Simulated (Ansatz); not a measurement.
# AlSiH5O2 (SMILES O[SiH2][O][AlH2]): RPA@PBE0/cc-pVDZ

Aim: the energy change on altering one bond length of AlSiH5O2 at RPA@PBE0/cc-pVDZ, from 2 runs. 

The calculation is run with Ansatz 0.2.0.

75 further runs of the same task are left out: 75 set aside as unsound or not needed. Runs told in other sessions of the task aren't counted.

### 1 The system as given

The species is AlSiH5O2 (9 atoms), meant as a singlet with charge 0. SMILES: `O[SiH2][O][AlH2]`. The shape is that of a PBE0-D4/def2-TZVP optimisation. This is one conformer, not always the lowest.

Bond lengths: O1–Si2 1.642 Å, Si2–O3 1.619 Å, O3–Al4 1.683 Å, O1–H5 0.958 Å, Si2–H6 1.480 Å, Si2–H7 1.487 Å, Al4–H8 1.580 Å, Al4–H9 1.579 Å. Some angles: O1–Si2–O3 112.5°, Si2–O3–Al4 173.6°, O1–Si2–H6 104.7°, O1–Si2–H7 110.2°, O3–Si2–H6 110.1°, O3–Si2–H7 107.6°, Si2–O1–H5 117.9°, O3–Al4–H8 117.8°, O3–Al4–H9 118.1°, H6–Si2–H7 111.8°.

### 2 The energy at RPA@PBE0/cc-pVDZ

molecule.yaml reads:

```yaml
crystal:
  periodic: [false, false, false]
  atoms:
    - {symbol: O, position_ang: [-0.795100, 1.829400, -0.898200]}
    - {symbol: Si, position_ang: [0.173000, 1.196700, 0.266900]}
    - {symbol: O, position_ang: [0.250800, -0.418900, 0.197700]}
    - {symbol: Al, position_ang: [0.325700, -2.080500, -0.060600]}
    - {symbol: H, position_ang: [-1.740800, 1.705800, -0.810900]}
    - {symbol: H, position_ang: [1.506100, 1.782800, 0.005000]}
    - {symbol: H, position_ang: [-0.337300, 1.564900, 1.614200]}
    - {symbol: H, position_ang: [-0.959500, -2.795700, -0.636800]}
    - {symbol: H, position_ang: [1.665600, -2.830600, 0.305400]}
basis:
  gaussian:
    orbitals: cc-pVDZ
total_charge: 0
magnetization:
  spin_polarized: false
  initial_magnetization: 0
hamiltonian:
  xc: pbe0
correlation:
  method: rpa
  frozen_orbitals: {Al: 5, H: 0, O: 1, Si: 5}
accuracy: high
```

Run with:

```sh
$ ansatz run molecule.yaml --threads 1 --pin off --max-ram 3480MiB --events-out events.jsonl --progress --plain --runs-dir runs
```

Standard output:

```text
Warning: RAYON_NUM_THREADS=1 ignored (pool sized by the plan → 1); use --threads N
Functional definition: PBE0
  name "PBE0"
  parameter a = 0.25
  parameter kappa = 0.804
  parameter beta = 0.06672455060314922
  exchange = (1 - a)*pbe_x(kappa = kappa, mu = beta*pi^2/3) + a*exact_x
  correlation = pbe_c(beta = beta)
2017 factors; integrals over basis functions are off by at most 3.9e-9 eV
mean field evaluation 1: about -18634.3102 eV, gradient 6.6e1 eV
mean field evaluation 2: about -18634.4306 eV, gradient 6.6e1 eV
mean field evaluation 4: about -18641.6777 eV, gradient 1.2e1 eV
mean field evaluation 8: about -18641.9757 eV, gradient 5.6e-1 eV
mean field evaluation 16: about -18641.9767 eV, gradient 1.4e-5 eV
mean field -18641.97666144 eV, -685.0800063222 hartree, gradient 8.0e-8 eV, S^2 0.000000; 0 other end points of the search recorded, 0 dependent functions left out
12 core orbitals not correlated: weight in the atoms' cores, before any rotation towards them, 1.000 or more for the frozen orbitals, at most 0.000 for the correlated occupied ones
reference -18601.63488245 eV, -683.5974732890 hartree; 12, 12 occupied and 65, 65 virtual orbitals, 2017 factors
Total energy: -18623.15575729 eV, -684.3883508521 hartree
```

Run time: 15 s. Hardware: 1 thread of Arm Neoverse V2, shared host; peak memory 0.33 GiB.

### 3 The distorted shape, same level

input.yaml reads:

```yaml
crystal:
  periodic: [false, false, false]
  atoms:
    - {symbol: O, position_ang: [-0.718541, 1.774160, -1.100331]}
    - {symbol: Si, position_ang: [0.249559, 1.141460, 0.064769]}
    - {symbol: O, position_ang: [0.327359, -0.474140, -0.004431]}
    - {symbol: Al, position_ang: [0.402259, -2.135740, -0.262731]}
    - {symbol: H, position_ang: [-1.664241, 1.650560, -1.013031]}
    - {symbol: H, position_ang: [1.582659, 1.727560, -0.197131]}
    - {symbol: H, position_ang: [-0.337300, 1.564900, 1.614200]}
    - {symbol: H, position_ang: [-0.882941, -2.850940, -0.838931]}
    - {symbol: H, position_ang: [1.742159, -2.885840, 0.103269]}
basis:
  gaussian:
    orbitals: cc-pVDZ
magnetization:
  spin_polarized: false
hamiltonian:
  xc: pbe0
correlation:
  method: rpa
  frozen_orbitals: {Al: 5, H: 0, O: 1, Si: 5}
accuracy: high
```

Run with:

```sh
$ ansatz run input.yaml --threads 1 --pin off --max-ram 3480MiB --events-out events.jsonl --progress --plain --runs-dir runs
```

Standard output (excerpt; [...] marks lines left out):

```text
Warning: RAYON_NUM_THREADS=1 ignored (pool sized by the plan → 1); use --threads N
Functional definition: PBE0
  name "PBE0"
[...]
2011 factors; integrals over basis functions are off by at most 3.5e-9 eV
[...]
mean field -18641.69408627 eV, -685.0696218764 hartree, gradient 1.9e-8 eV, S^2 0.000000; 0 other end points of the search recorded, 0 dependent functions left out
12 core orbitals not correlated: weight in the atoms' cores, before any rotation towards them, 1.000 or more for the frozen orbitals, at most 0.000 for the correlated occupied ones
reference -18601.26670245 eV, -683.5839429234 hartree; 12, 12 occupied and 65, 65 virtual orbitals, 2011 factors
Total energy: -18622.84077672 eV, -684.3767755295 hartree
```

Wall time 15 s (1 thread of Arm Neoverse V2, shared host); peak memory 0.32 GiB.

### 4 Summary of results

At RPA@PBE0/cc-pVDZ, 12 core orbitals frozen:

| quantity | value |
| --- | --- |
| first shape: total energy | -684.38835 Eh |
| first shape: RPA correlation energy (valence) | -790.9 mEh |
| distorted shape: total energy | -684.37678 Eh |
| distorted shape: RPA correlation energy (valence) | -792.8 mEh |
| energy change with the Si2–H7 bond stretched from 1.487 to 1.710 Å | 0.315 eV |

**Reading.** With the Si2–H7 bond stretched from 1.487 to 1.710 Å the energy rises by 0.31 eV (30.4 kJ/mol). The first shape isn't relaxed at this level, so the change isn't measured from a minimum.
